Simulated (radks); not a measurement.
# Ionisation of Ta³⁺: one atom, several choices of relativity

An exercise on one series of results from a longer session: the logs are not shown, and one member is left open.

Method: Kohn-Sham, LDA (Slater exchange, Perdew-Wang correlation), spin-unpolarised, spherical densities. Code: radks (a radial shooting solver on a logarithmic mesh, Libxc functionals) version 1.

**The system**

| Item | Value |
| --- | --- |
| element | tantalum (Z = 73) |
| charge | +3 |
| electrons | 70 |
| configuration | [Xe] 4f14 5d2 |
| ion | Ta⁴⁺, [Xe] 4f14 5d1 |
| choices | non-relativistic; scalar-relativistic; Dirac, 2j+1 shares; Dirac, low j first; scalar-relativistic, finite nucleus; Dirac, 2j+1 shares, finite nucleus; Dirac, c × 5; Dirac, c × 1.25; Dirac, c × 10 |

Set-up of the first run:

Input:

```text
Z 73
configuration [Xe] 4f14 5d2 6s0 6p0
relativity non-relativistic
functional lda,pw
spin unpolarised
nucleus point
```

Steps of the session up to this table: non-relativistic: Ta³⁺.

One of the session's tables, all rows but one given; the rest of the session is left out.

Radial moments (bohr):

```
level     <r>  outermost maximum (interpolated)  90 % within  nodes
   4p  0.5070                             0.467        0.736      2
   4d  0.5257                             0.464        0.788      1
   5s   1.196                              1.08         1.72      4
   5p   1.322                              1.16         1.93      3
   4f  0.6162                             0.433         1.02      0
   5d   1.807                              1.48         2.74      2
   6s       ?                                 ?            ?      ?
   6p   3.277                              3.01         4.67      4
```

Estimate the missing values for 6s.

The run gave: <r>: 2.852; outermost maximum (interpolated): 2.62; 90 % within: 4.05; nodes: 5. In the column «<r>» it lies between 5d (1.807) and 6p (3.277).

Caveats from the session: Runs with a scaled speed of light are not ranked. Spin polarisation and multiplet splitting of open shells are left out at every level.
